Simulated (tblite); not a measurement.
# C3H11BrOSi2: the cost of one run

Programs: tblite 0.8.0 and PySCF 2.14.0, with density-fitted response routines of our own. Each step states its level of theory. These are calculated values for one molecule in the gas phase, unless marked as measured. Atoms count from 0, in the outputs and in this text.

### Step 1. The starting structure

18 atoms, charge 0, multiplicity 1; geometry from: force field or distance geometry start.

Bonds of the start (Å): C0–C1 1.52, C1–Si2 1.86, Si2–Br3 2.24, Si2–C4 1.90, C4–O5 1.43, O5–Si6 1.66, C0–H7 1.10, C0–H8 1.09, C0–H9 1.09, C1–H10 1.11, C1–H11 1.10, Si2–H12 1.49, C4–H13 1.10, C4–H14 1.11, Si6–H15 1.48, Si6–H16 1.49, Si6–H17 1.49.

### Step 2. Optimising the geometry with GFN2-xTB

The job: settings as JSON, then the geometry in Å.

```
{"job": {"kind": "relax", "xc": "GFN2-xTB", "basis": "xTB"}, "charge": 0, "multiplicity": 1}
C      2.296000     0.833100     0.049400
C      1.950900    -0.646000     0.016400
Si     0.494600    -1.158500    -1.016300
Br     0.946300    -0.742400    -3.166500
C     -1.067900    -0.184200    -0.545600
O     -1.447100    -0.256500     0.826200
Si    -2.799300     0.569200     1.328800
H      1.457600     1.431700     0.444000
H      2.535400     1.208100    -0.948200
H      3.149700     1.015700     0.699500
H      1.766400    -0.981200     1.053500
H      2.833600    -1.205500    -0.318500
H      0.241200    -2.614300    -0.865400
H     -1.884900    -0.563300    -1.175900
H     -0.894500     0.875800    -0.820500
H     -2.617000     2.011100     1.064300
H     -2.996700     0.353200     2.788300
H     -3.973200     0.060400     0.574900
```

Command:

```sh
> OMP_NUM_THREADS=1 python probes_run.py task.json out
```

The driver reads the jobs from task.json and runs them one after another.

Q: Estimate the wall time of this first job on 1 thread of Arm Neoverse N1, shared host.

About 1.9 s.
